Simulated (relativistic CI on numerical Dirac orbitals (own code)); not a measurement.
**Mg⁺: one ion under different settings**

Aim: see what numerical and physical settings do to the SCF, the total energy and the lowest levels of Mg⁺.

The numbers are computed with relativistic CI on numerical Dirac orbitals (own code) version 3 (Dirac-Coulomb-Breit CI, KLI orbitals optimised for each configuration, model QED (radiative potential, 1s self-energy scaled to tabulated hydrogen-like ionisation energies), numerical settings as typed), except any that are marked as measured or tabulated.

### Step 1. Starting point

* ion: Mg⁺ (Mg II)
* nuclear charge: 12
* electrons: 11
* isotope: A = 24

### Step 2. Usual settings

Settings, as recorded:

```ini
atom Mg  Z=12  charge=1  electrons=11
nucleus A=24  rms_radius_fm=3.0570
hamiltonian dirac-coulomb  breit=on  qed=on  c_scale=1
orbitals kli  potential=per-configuration
slater_scale 1
correlation none
mixing on
grid step=0.0125 r_max=51.4
scf mixing=0.4 start=green max_iterations=150 tolerance=2e-08 node_fill=0.05
configurations
  [Ne] 3s
end
```

Started as:

```console
python run_levels.py task.json out
```

One command runs all members of the session, one after another, from task.json.

### Step 3. Speed-of-light factor 0.8

The settings differ from step 2 so:

```diff
@@ -2,3 +2,3 @@
 nucleus A=24  rms_radius_fm=3.0570
-hamiltonian dirac-coulomb  breit=on  qed=on  c_scale=1
+hamiltonian dirac-coulomb  breit=on  qed=on  c_scale=0.8
 orbitals kli  potential=per-configuration
```

### Step 4. QED terms off

The settings differ from step 3 so:

```diff
@@ -2,3 +2,3 @@
 nucleus A=24  rms_radius_fm=3.0570
-hamiltonian dirac-coulomb  breit=on  qed=on  c_scale=0.8
+hamiltonian dirac-coulomb  breit=on  qed=off  c_scale=1
 orbitals kli  potential=per-configuration
```

### Step 5. Iteration limit 30, Slater scale 0.6

Settings, as recorded:

```ini
atom Mg  Z=12  charge=1  electrons=11
nucleus A=24  rms_radius_fm=3.0570
hamiltonian dirac-coulomb  breit=on  qed=on  c_scale=1
orbitals kli  potential=per-configuration
slater_scale 0.6
correlation none
mixing on
grid step=0.0125 r_max=51.4
scf mixing=0.4 start=green max_iterations=30 tolerance=2e-08 node_fill=0.05
configurations
  [Ne] 3s
end
```

### Step 6. Node fill 0.01, Slater scale 0.5

Settings, as recorded:

```ini
atom Mg  Z=12  charge=1  electrons=11
nucleus A=24  rms_radius_fm=3.0570
hamiltonian dirac-coulomb  breit=on  qed=on  c_scale=1
orbitals kli  potential=per-configuration
slater_scale 0.5
correlation none
mixing on
grid step=0.0125 r_max=51.4
scf mixing=0.4 start=green max_iterations=150 tolerance=2e-08 node_fill=0.01
configurations
  [Ne] 3s
end
```

### Step 7. Potential mixing 2.5

Settings, as recorded:

```ini
atom Mg  Z=12  charge=1  electrons=11
nucleus A=24  rms_radius_fm=3.0570
hamiltonian dirac-coulomb  breit=on  qed=on  c_scale=1
orbitals kli  potential=per-configuration
slater_scale 1
correlation none
mixing on
grid step=0.0125 r_max=51.4
scf mixing=2.5 start=green max_iterations=90 tolerance=2e-08 node_fill=0.05
configurations
  [Ne] 3s
end
```

(Steps that only read results are left out.)

Q: Predict the outcome of this session. Wanted: lowest level, usual settings; total energy.

**Answer**, as computed:

| setting | total energy less usual (Ha) | largest shift of a level among the lowest eight of both runs, same label and place (cm⁻¹) | SCF iterations | time | lowest level | kind of change |
| --- | --- | --- | --- | --- | --- | --- |
| usual | 0 | 0 | 11 | 0.029 s | 3s 2S1/2 | - |
| speed-of-light factor 0.8 | -0.162 | - | 11 | 0.029 s | 3s 2S1/2 | unphysical constant |
| QED terms off | -0.0206 | - | 11 | 0.015 s | 3s 2S1/2 | model term |
| iteration limit 30, Slater scale 0.6 | 0 | - | 11 | 0.029 s | 3s 2S1/2 | model term |
| node fill 0.01, Slater scale 0.5 | 0.000107 | - | 11 | 0.028 s | 3s 2S1/2 | model term |
| potential mixing 2.5 | 0 | - | 14 | 0.033 s | 3s 2S1/2 | extreme, harmless here |

```
                    quantity         value
lowest level, usual settings      3s 2S1/2
                total energy  -199.6358 Ha
```

What this shows: No visible change in the result comes from «iteration limit 30, Slater scale 0.6» or «potential mixing 2.5». Only the listed configurations are in the model. In a near-neutral ion this small CI can misplace whole configurations by 10,000 cm⁻¹ or more.
